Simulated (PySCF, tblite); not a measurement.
# C₈H₉F: geometry, infrared bands and NMR shifts

Aim: predict the infrared bands and NMR shifts of C₈H₉F (`C#C[C@@H]1C(CF)=C[C@@H]1C`).

Computed with tblite 0.8.0 and PySCF 2.14.0, with density-fitted response routines of our own, on a single molecule in the gas phase. Atoms are numbered from 0 throughout.

## 1. The molecule as given

18 atoms, charge 0, multiplicity 1; geometry from: force field or distance geometry start.

Bonds of the start (Å): C0–C1 1.21, C1–C2 1.48, C2–C3 1.47, C3–C4 1.49, C4–F5 1.37, C3–C6 1.31, C6–C7 1.47, C7–C8 1.50, C7–C2 1.49, C0–H9 1.05, C2–H10 1.11, C4–H11 1.11, C4–H12 1.09, C6–H13 1.09, C7–H14 1.13, C8–H15 1.13, C8–H16 1.11, C8–H17 1.10.

## 2. Geometry optimisation with GFN2-xTB

Job settings and geometry (Å):

```
{"job": {"kind": "relax", "xc": "GFN2-xTB", "basis": "xTB"}, "charge": 0, "multiplicity": 1}
C      1.606900     1.866800     1.122000
C      0.816200     0.964000     0.971500
C     -0.135900    -0.161800     0.833700
C      0.295800    -1.114700    -0.193100
C      1.454900    -2.052300    -0.263900
F      1.333500    -2.900000     0.811800
C     -0.732300    -0.811400    -0.942600
C     -1.299000     0.189700    -0.020900
C     -1.356500     1.595500    -0.553800
H      2.276600     2.665500     1.270100
H     -0.380200    -0.636800     1.806300
H      1.331600    -2.673100    -1.174600
H      2.355900    -1.438500    -0.223000
H     -1.048700    -1.181800    -1.919200
H     -2.295000    -0.159200     0.383500
H     -2.426400     1.931800    -0.455700
H     -1.014600     1.689900    -1.601000
H     -0.791600     2.232700     0.137400
```

The run is started by

```
$ OMP_NUM_THREADS=1 python probes_run.py task.json out
```

The driver reads the jobs from task.json and runs them one after another.

**Question.** This job is followed by: GFN2-xTB harmonic vibrations, gas phase; GIAO PBE0/pcSseg-1 NMR shielding, non-relativistic, gas phase. Predict these results of the whole session: strongest single infrared mode (GFN2-xTB); zero-point energy (GFN2-xTB); 13C shifts against TMS (PBE0/pcSseg-1); 1H shifts against TMS (PBE0/pcSseg-1, means over atoms taken as alike); 19F shifts against CFCl3 (PBE0/pcSseg-1).

**Answer**, as computed:

```
                                                              quantity                                                 value
                             strongest single infrared mode (GFN2-xTB)                                  1000 cm⁻¹, 82 km/mol
                                          zero-point energy (GFN2-xTB)                                         88.8 kcal/mol
                                13C shifts against TMS (PBE0/pcSseg-1)  153.3, 151.2, 86.8, 79.7, 79.6, 40.6, 36.6, 18.9 ppm
1H shifts against TMS (PBE0/pcSseg-1, means over atoms taken as alike)          6.48, 5.31, 5.07, 3.82, 2.86, 1.67, 1.31 ppm
                              19F shifts against CFCl3 (PBE0/pcSseg-1)                                            -247.1 ppm
```

In words: Relaxing lowered the energy by 0.628 eV in 98 steps; the close pair that moved most is C2–C7, from 1.485 to 1.569 Å. No mode is imaginary among the 48: a minimum at this level. The strongest single mode, at 1000 cm⁻¹, moves mainly C4 and F5. Unscaled tight-binding wavenumbers are off by several per cent, some by more. Its intensities can rank the bands wrongly. H13 (hydrogen on an alkene CH) lies farthest downfield among hydrogen, at 6.48 ppm; attached to an sp2 carbon and in the plane of the double bond. At PBE0/pcSseg-1: The largest span, 291 ppm, is at C1, where the paramagnetic term is -162 ppm.
